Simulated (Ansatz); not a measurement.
This script for Ansatz 0.2.0, Python API starts 3 runs on NbZn3, space group Pm-3m. What input does the engine get in each?

Script `run_zeeman.py`:
```python
'''Spin moment of NbZn3 in a magnetic field.'''

import logging
import sys

import ansatz as az
import numpy as np
import pandas as pd

logging.basicConfig(stream=sys.stdout, format='%(levelname)s %(message)s')
logger = logging.getLogger('calc')
logger.setLevel(logging.INFO)


def main() -> None:
    crystal = (
        az.Lattice.of((3.934, 0.0, 0.0), (0.0, 3.934, 0.0), (0.0, 0.0, 3.934))
        .atom('Nb', (0.0, 0.0, 0.0))
        .atom('Zn', (0.0, 0.5, 0.5))
        .atom('Zn', (0.5, 0.0, 0.5))
        .atom('Zn', (0.5, 0.5, 0.0))
    )

    base = (
        crystal.calculation()
        .basis(510)
        .kpoints(length=20)  # sampling of the Brillouin zone
        .occupations('Fermi-Dirac')  # smearing steadies the SCF of a metal
        .functional('pbesol')
        .spin('collinear')
    )
    # the field acts on the spins alone; such large fields lift the response over the noise
    rows = []
    for tesla in [0, 250, 500]:
        summary = (base.magnetic_field(tesla) if tesla else base).run(threads=1, backend='cpu').report
        rows.append((tesla, summary['magnetization_mub'], summary['free_energy_ev'], summary['components'].get('e_zeeman', 0.0)))
    print(pd.DataFrame(rows, columns=['B (T)', 'moment muB', 'F eV', 'Zeeman term eV']).round(4).to_string(index=False))
    slope = np.polyfit([row[0] for row in rows], [row[1] for row in rows], 1)[0]
    logger.info(f'dM/dB = {1000 * slope:.4f} muB per 1000 T per cell')


if __name__ == '__main__':
    main()
```

Run 1:
```yaml
crystal:
  lattice:
    - [3.934, 0.0, 0.0]
    - [0.0, 3.934, 0.0]
    - [0.0, 0.0, 3.934]
  atoms:
    - { symbol: Nb, position: [0.0, 0.0, 0.0] }
    - { symbol: Zn, position: [0.0, 0.5, 0.5] }
    - { symbol: Zn, position: [0.5, 0.0, 0.5] }
    - { symbol: Zn, position: [0.5, 0.5, 0.0] }
basis:
  ecutwfc: 510.0
kpoints:
  mp_grid:
    grid: [5, 5, 5]
hamiltonian:
  xc: pbesol
magnetization:
  spin_polarized: true
scf:
  occupations:
    method: fermi_dirac
```

Run 2, against run 1:
```diff
+  magnetic_field: 250.0
```

Run 3, against run 1:
```diff
+  magnetic_field: 500.0
```

Running `python run_zeeman.py` prints:
```text
RunWarning: this spin-polarised run has no starting moment large enough to seed its density, so its SCF can try parallel moments of its own, which can die out, and starts no order whose moments [...]
 B (T)  moment muB        F eV  Zeeman term eV
     0      0.0000 -14338.8515          0.0000
   250      0.0648 -14338.8520         -0.0009
   500      0.1223 -14338.8534         -0.0035
INFO dM/dB = 0.2446 muB per 1000 T per cell
```
(Warnings from the package without file and line, shortened.)

Absolute energies stand on the zero of these potentials, so only differences at equal settings mean something. A total without «per atom» is that of the cell as typed. The mesh is modest for a metal, so energies can be off by several to tens of meV an atom and pressures by half a GPa or more; differences at equal mesh fare better. The structure is a deposited one; some such entries were measured under pressure or heat, so a shift against it needn't be the functional's error alone. Orbital magnetism is left out. The response of a metal hangs strongly on mesh and smearing, and a straight-line fit holds only where the moment is linear in the field. Hardware and time: 15 s on 1 thread of Arm Neoverse V2, on a shared host, peak memory 0.46 GiB.

(Lines on the test bed's own set-up are left out of the output.)
